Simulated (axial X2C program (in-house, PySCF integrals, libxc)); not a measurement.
# All-electron X2C curves of RuSe⁻, part 2 of 2

Computed with an in-house X2C program for linear molecules on PySCF integrals; all-electron X2C, Ru dyall-acv3z, Se dyall-acv3z. The steps go on from the part before.

## (9) PBE0, 2c

State followed: Ω = 7/2 (excess of +ω over −ω: ω = -1/2, ω = 3/2, ω = 5/2). The scan is laid around 2.249 Å, a first estimate of the minimum, and this SCF restarts from the orbitals of the search.

The SCF at the reference distance of 2.249 Å:

```text
two-component X2C + atomic mean field  PBE0
basis functions 277  fitting functions 1386  grid points 5801
iter        total energy     max residual
   1      -6946.981782046     1.68e+01
   2      -6957.022819421     5.81e-02
   3      -6949.588745295     3.90e-01
   4      -6956.766296002     1.16e-01
   5      -6957.175942524     1.45e-02
   6      -6957.170374009     2.14e-02
   7      -6957.191138976     7.15e-03
   8      -6957.193081700     2.89e-03
   9      -6957.193395830     3.67e-04
  10      -6957.193409038     2.02e-04
  11      -6957.193412573     1.08e-04
  12      -6957.193413321     3.78e-05
  13      -6957.193413542     2.55e-05
  14      -6957.193413717     1.47e-05
  15      -6957.193413796     8.13e-06
  16      -6957.193413835     2.13e-06
  17      -6957.193413837     5.22e-07
  18      -6957.193413837     2.14e-07
converged
one-electron -10339.54787531  Coulomb 3256.42462785  exact exchange -54.81901615  xc functional -168.11787167  nuclear repulsion 352.00049246  atomic mean-field constant -3.13377102
```

Along the bond, energies from the lowest point:

| R (Å) | E (eV) | μ (D) | HOMO (eV) | LUMO (eV) | iterations |
| --- | --- | --- | --- | --- | --- |
| 1.957 | 1.0613 | -1.04 | 0.08 | 1.85 | 18 |
| 2.047 | 0.4214 | -1.52 | 0.04 | 1.84 | 19 |
| 2.114 | 0.1586 | -1.92 | 0.00 | 1.83 | 19 |
| 2.182 | 0.0300 | -2.35 | -0.05 | 1.81 | 19 |
| 2.249 | 0.0000 | -2.80 | -0.11 | 1.78 | 18 |
| 2.328 | 0.0539 | -3.32 | -0.19 | 1.71 | 19 |
| 2.406 | 0.1731 | -3.83 | -0.28 | 1.63 | 17 |
| 2.508 | 0.3847 | -4.42 | -0.41 | 1.51 | 19 |
| 2.631 | 0.6859 | -4.98 | -0.57 | 1.39 | 19 |
| 2.811 | 1.1296 | -5.35 | -0.55 | 1.26 | 19 |

Dipoles are positive if Se is the positive end and refer to the centre of mass.

Outer spinors at the reference distance:

```json
{"ω": "1/2", "occupied": "yes", "ε (eV)": "-12.89", "atomic character": "72% Se s, 11% Ru d, 9% Ru p", "λ mixture": "100% σ"}
{"ω": "-1/2", "occupied": "yes", "ε (eV)": "-12.59", "atomic character": "71% Se s, 11% Ru d, 10% Ru p", "λ mixture": "100% σ"}
{"ω": "1/2", "occupied": "yes", "ε (eV)": "-3.65", "atomic character": "50% Ru d, 42% Se p, 4% Se s", "λ mixture": "100% σ"}
{"ω": "-1/2", "occupied": "yes", "ε (eV)": "-3.59", "atomic character": "78% Ru d, 19% Se p", "λ mixture": "100% π"}
{"ω": "3/2", "occupied": "yes", "ε (eV)": "-3.44", "atomic character": "79% Ru d, 18% Se p", "λ mixture": "100% π"}
{"ω": "-1/2", "occupied": "yes", "ε (eV)": "-3.11", "atomic character": "57% Se p, 34% Ru d, 4% Se s", "λ mixture": "99% σ, 1% π"}
{"ω": "-3/2", "occupied": "yes", "ε (eV)": "-2.33", "atomic character": "98% Ru d", "λ mixture": "98% δ, 2% π"}
{"ω": "5/2", "occupied": "yes", "ε (eV)": "-2.05", "atomic character": "99% Ru d", "λ mixture": "100% δ"}
{"ω": "1/2", "occupied": "yes", "ε (eV)": "-1.73", "atomic character": "61% Se p, 30% Ru d, 4% Ru p", "λ mixture": "97% π, 3% σ"}
{"ω": "-3/2", "occupied": "yes", "ε (eV)": "-1.47", "atomic character": "62% Se p, 30% Ru d, 5% Ru p", "λ mixture": "99% π, 1% δ"}
{"ω": "1/2", "occupied": "yes", "ε (eV)": "-0.88", "atomic character": "39% Ru s, 29% Se p, 27% Ru d", "λ mixture": "97% σ, 3% π"}
{"ω": "-1/2", "occupied": "yes", "ε (eV)": "-0.83", "atomic character": "62% Se p, 22% Ru d, 11% Ru p", "λ mixture": "100% π"}
{"ω": "3/2", "occupied": "yes", "ε (eV)": "-0.70", "atomic character": "67% Ru d, 25% Se p, 4% Ru p", "λ mixture": "61% δ, 39% π"}
{"ω": "3/2", "occupied": "yes", "ε (eV)": "-0.57", "atomic character": "52% Ru d, 37% Se p, 7% Ru p", "λ mixture": "62% π, 38% δ"}
{"ω": "-1/2", "occupied": "yes", "ε (eV)": "-0.11", "atomic character": "38% Ru s, 38% Ru d, 19% Se p", "λ mixture": "100% σ"}
{"ω": "1/2", "occupied": "no", "ε (eV)": "1.78", "atomic character": "54% Ru p, 32% Ru s, 6% Se p", "λ mixture": "100% σ"}
{"ω": "-1/2", "occupied": "no", "ε (eV)": "1.80", "atomic character": "77% Ru p, 20% Ru s, 2% Ru d", "λ mixture": "100% σ"}
{"ω": "1/2", "occupied": "no", "ε (eV)": "1.95", "atomic character": "99% Ru p", "λ mixture": "99% π, 1% σ"}
{"ω": "-3/2", "occupied": "no", "ε (eV)": "1.95", "atomic character": "99% Ru p", "λ mixture": "100% π"}
```

PBE0 fields in the half plane through the axis: z from -2.4 to 4.5 Å across, distance from the axis 0.15 to 2.25 Å upwards; Ru lies at z = 0 and Se at z = 2.249 Å; the ELF is damped to zero where the density is low.

log10 density (e/bohr³). Ten even steps from ' ' (-3.94 ) to '@' (1.72 ):
```
    ........::::::::::::::::::::::........      
    ....::::::::::::::::::::::::::::::::....    
  ....::::::--------------------------::::....  
  ....::::----======--------========----::::....
  ..::::----====++====================----::....
  ..::::--==++++**++++======++++++++====--::::..
  ..::----++****####**++++++++####++++==----::..
  ..::--==++**##@@##**++++++##@@@@##++====--::..
```

ELF. Ten even steps from ' ' (0.00 ) to '@' (0.83 ):
```
    ..::--====++==--::::..::::------::::..      
    ..::--==++++====--::::--==++**++++--::..    
    ..::--========----::--++**##%%####++==::    
    ....::----====--::::==##%%@@@@@@%%##++--..  
        ..::--====--::::++%%@@@@@@@@@@%%##==::  
        ..::==##%%**--::**%%**====##@@@@##++::..
        ..--##%%**%%**--****::====::##@@%%++--..
        ..++@@::##::@@==**--==####====@@%%**--..
```

Re = 2.240 Å, ωe = 315 cm⁻¹, ωexe = 0.963 cm⁻¹, Be = 0.07501 cm⁻¹, De = 2.94 eV, μ = -2.74 D.

## (10) HF, 2c

The SCF at the reference distance of 2.249 Å:

```text
two-component X2C + atomic mean field  HF
basis functions 277  fitting functions 1386  grid points 5801
iter        total energy     max residual
   1      -6953.532590614     3.04e-01
   2      -6953.578012280     1.00e-02
   3      -6953.583416031     1.16e-02
   4      -6953.587137109     4.69e-03
   5      -6953.588810269     2.35e-03
   6      -6953.589455535     1.34e-03
   7      -6953.589721911     8.82e-04
   8      -6953.589854288     5.49e-04
   9      -6953.589906841     2.70e-04
  10      -6953.589933503     2.76e-04
  11      -6953.589952373     2.94e-04
  12      -6953.589969649     3.07e-04
  13      -6953.589975724     3.10e-04
  14      -6953.589956661     3.03e-04
  15      -6953.589919144     2.73e-04
  16      -6953.589895904     2.34e-04
  17      -6953.589883606     1.30e-04
  18      -6953.589880801     5.28e-05
  19      -6953.589881618     3.37e-05
  20      -6953.589881813     2.82e-05
  21      -6953.589881939     1.90e-05
  22      -6953.589881991     1.60e-05
  23      -6953.532590614     4.46e-01
  24      -6953.578078410     1.55e-02
  25      -6953.583858700     1.07e-01
  26      -6953.588428462     2.62e-02
  27      -6953.589361339     4.38e-03
  28      -6953.589702342     1.01e-02
  29      -6953.589827808     4.95e-03
  30      -6953.589886234     6.67e-04
  31      -6953.589913025     2.39e-03
  32      -6953.589938916     2.01e-03
  33      -6953.589974836     6.33e-04
  34      -6953.590036103     1.96e-03
  35      -6953.590145618     5.23e-03
  36      -6953.590281803     6.93e-03
  37      -6953.590545400     6.02e-03
  38      -6953.590710369     1.17e-03
  39      -6953.590822785     3.05e-03
  40      -6953.590903067     3.53e-03
  41      -6953.590957592     1.19e-03
  42      -6953.590984534     7.81e-04
  43      -6953.590994733     9.59e-04
  44      -6953.590999948     3.79e-04
  45      -6953.591003185     1.98e-04
  46      -6953.591005551     4.55e-04
  47      -6953.591006669     2.91e-04
  48      -6953.591006997     4.94e-05
  49      -6953.591007066     3.84e-05
  50      -6953.591007085     3.55e-05
  51      -6953.591007093     9.58e-06
  52      -6953.591007096     8.39e-06
  53      -6953.591007098     9.34e-06
  54      -6953.591007098     3.92e-06
  55      -6953.591007099     2.42e-06
converged
one-electron -10338.97213070  Coulomb 3256.01844958  exact exchange -219.50404742  xc functional 0.00000000  nuclear repulsion 352.00049246  atomic mean-field constant -3.13377102
```

No constants are quoted: too few points lie around the minimum for a second fit to confirm the first.

## (11) PBE, 2c

Output at 2.249 Å:

```text
two-component X2C + atomic mean field  PBE
basis functions 277  fitting functions 1386  grid points 5801
iter        total energy     max residual
   1      -6957.102921740     1.05e-01
   2      -6957.099638711     1.72e-02
   3      -6956.965597789     5.28e-02
   4      -6957.098164005     1.51e-02
   5      -6957.110664661     1.15e-03
   6      -6957.110652276     1.61e-03
   7      -6957.110763880     2.40e-04
   8      -6957.110764081     1.25e-04
   9      -6957.110764617     1.28e-05
  10      -6957.110764623     1.00e-05
  11      -6957.110764626     3.80e-06
  12      -6957.110764627     5.31e-07
converged
one-electron -10338.47586578  Coulomb 3255.28633070  exact exchange 0.00000000  xc functional -222.78795098  nuclear repulsion 352.00049246  atomic mean-field constant -3.13377102
```

Re = 2.240 Å, ωe = 319 cm⁻¹, ωexe = 0.893 cm⁻¹, Be = 0.07499 cm⁻¹, De = 3.63 eV, μ = -1.25 D.

## (12) MP2 and beyond, 2c

Correlated methods: 15 electrons correlated (frozen shells, counted by type: Ru 4 s, 3 p, 1 d; Se 3 s, 2 p, 1 d), 351 virtual spinors in MP2, 90 natural virtuals in coupled cluster.

Output of the correlated part at 2.249 Å:

```text
correlated 15  virtual 351  natural virtual 90  E(MP2) -0.412826685  MP2 remainder -0.044899913
iter   CCSD correlation   residual
   1     -0.360814318   1.76e-01
   2     -0.371853628   8.88e-02
   3     -0.377608942   4.96e-02
   4     -0.379352801   2.82e-02
   5     -0.380506910   1.52e-02
   6     -0.380786108   6.02e-03
   7     -0.380885285   2.81e-03
   8     -0.380917641   1.32e-03
   9     -0.380907035   7.55e-04
  10     -0.380917792   3.66e-04
  11     -0.380912500   1.75e-04
  12     -0.380915539   9.16e-05
  13     -0.380914767   5.34e-05
  14     -0.380914672   3.32e-05
  15     -0.380914690   2.07e-05
  16     -0.380914772   1.30e-05
  17     -0.380914759   7.70e-06
(T) -0.020887586  T1 0.0726  D1 0.1711  max T2 0.058
```

MP2: No constants are quoted: the reference is strongly spin-contaminated.

CCSD: Re = 2.248 Å, ωe = 328 cm⁻¹, Be = 0.07447 cm⁻¹, De = 2.52 eV. T1 at Re = 0.051 (Lee–Taylor, the printed value over √2).

CCSD(T): Re = 2.236 Å, ωe = 342 cm⁻¹, ωexe = 0.383 cm⁻¹, Be = 0.07528 cm⁻¹, De = 2.68 eV. T1 at Re = 0.051 (Lee–Taylor, the printed value over √2).

## (13) A higher determinant, 2c

State: Ω = 1/2 (excess of +ω over −ω: ω = 1/2).

Output at the reference distance:

```text
two-component X2C + atomic mean field  PBE0
basis functions 277  fitting functions 1386  grid points 5801
iter        total energy     max residual
   1      -6946.976580249     1.68e+01
   2      -6957.014917937     5.77e-02
   3      -6949.853447754     4.24e-01
   4      -6956.827392062     1.05e-01
   5      -6957.165794210     1.43e-02
   6      -6957.164844045     1.91e-02
   7      -6957.184116265     5.69e-03
   8      -6957.185385133     1.87e-03
   9      -6957.185527283     2.71e-04
  10      -6957.185538727     2.05e-04
  11      -6957.185543216     9.16e-05
  12      -6957.185544179     5.42e-05
  13      -6957.185544464     3.48e-05
  14      -6957.185544648     1.24e-05
  15      -6957.185544697     5.56e-06
  16      -6957.185544716     3.11e-06
  17      -6957.185544719     2.17e-06
  18      -6957.185544721     1.55e-06
converged
one-electron -10339.48407407  Coulomb 3256.36670983  exact exchange -54.81858818  xc functional -168.11631373  nuclear repulsion 352.00049246  atomic mean-field constant -3.13377102
```

| R (Å) | E above the lowest PBE0 point (eV) |
| --- | --- |
| 1.957 | 1.271 |
| 2.047 | 0.633 |
| 2.114 | 0.371 |
| 2.182 | 0.244 |
| 2.249 | 0.214 |
| 2.328 | 0.269 |
| 2.406 | 0.388 |
| 2.508 | 0.601 |
| 2.631 | 0.903 |

Re = 2.239 Å, ωe = 315 cm⁻¹, ωexe = 0.957 cm⁻¹, Be = 0.07505 cm⁻¹, μ = -2.73 D. Te = 0.21 eV.

## (14) The 2c curves together

Energy (eV) of the followed determinant, 2c, from each level's lowest point:

| R (Å) | PBE0 | HF | MP2 (spin-contaminated) | CCSD | CCSD(T) | PBE |
| --- | --- | --- | --- | --- | --- | --- |
| 1.957 | 1.061 | 1.996 | 0.923 | n/a | n/a | 1.083 |
| 2.047 | 0.421 | 1.155 | 0.329 | 0.478 | 0.443 | 0.432 |
| 2.114 | 0.159 | 0.741 | 0.096 | 0.191 | 0.166 | 0.163 |
| 2.182 | 0.030 | 0.462 | 0.000 | 0.043 | 0.029 | 0.031 |
| 2.249 | 0.000 | 0.282 | 0.019 | 0.000 | 0.000 | 0.000 |
| 2.328 | 0.054 | 0.157 | 0.179 | 0.051 | 0.071 | 0.055 |
| 2.406 | 0.173 | 0.087 | 0.464 | 0.184 | 0.227 | 0.179 |
| 2.508 | 0.385 | 0.031 | 0.820 | 0.437 | 0.519 | 0.400 |
| 2.631 | 0.686 | 0.000 | 1.097 | n/a | n/a | 0.721 |
| 2.811 | 1.130 | 0.018 | 1.362 | n/a | n/a | 1.213 |

The whole job took 6.2 min on 1 thread of Arm Neoverse V2, shared host; peak memory 1.1 GiB.

## (15) Constants

What follows sums up all 2 parts.

Lowest determinant that the search found at its distance, spin-free: M_S = 3/2, Λ = 2 (beyond closed shells: π+α, π-α, δ+α, δ+β, δ-α).

Lowest determinant that the search found at its distance, 2c: Ω = 7/2 (excess of +ω over −ω: ω = -1/2, ω = 3/2, ω = 5/2).

```
Hamiltonian    level  Re (Å)  ωe (cm⁻¹)  De (eV)  μ (D)
  spin-free     PBE0   2.239        316     2.98  -2.75
  spin-free       HF   2.502      135.1    0.793  -3.39
  spin-free     CCSD   2.250        323     2.62    n/a
  spin-free  CCSD(T)   2.239        336     2.79    n/a
  spin-free      PBE   2.240        320     3.62  -1.26
         2c     PBE0   2.240        315     2.94  -2.74
         2c     CCSD   2.248        328     2.52    n/a
         2c  CCSD(T)   2.236        342     2.68    n/a
         2c      PBE   2.240        319     3.63  -1.25
```

Dipoles are positive if Se is the positive end and refer to the centre of mass. No constants: spin-free MP2 (the reference is strongly spin-contaminated); 2c HF (too few points lie around the minimum for a second fit to confirm the first); 2c MP2 (the reference is strongly spin-contaminated). Spin-free ⟨S²⟩ is off its pure value at HF 4.33.

Time per point (s) on 1 thread of Arm Neoverse V2, shared host (2c runs; CCSD comes with the CCSD(T) run); the times are rough: PBE0 2.3, CCSD(T) 12, PBE 0.79.

In words: At CCSD(T), going from spin-free to two-component changes Re by -3 mÅ, ωe by +1.7 %, which is small (part of it comes from the scalar share of the two-electron terms). De moves by -0.11 eV; both De rest on single-determinant atoms, which can miss part of an open shell's spin–orbit lowering.

De refers to Ru + Se-, each in the lowest determinant found, which need not be this curve's own limit. The state is a single determinant with fixed occupations, the lowest that a limited PBE0 search found. Dissociation energies refer to the lowest single-determinant-based atoms at the same level and basis. Density functionals use the spin component along the axis (collinear). Coupled cluster ran in a truncated set of natural virtual spinors; the MP2 energy of the rest was added. With several unpaired electrons one determinant need not be a pure state. The spin-free determinant is spin-contaminated at some levels. T1 at Re is 0.051 (Lee–Taylor), above the customary mark of 0.02.
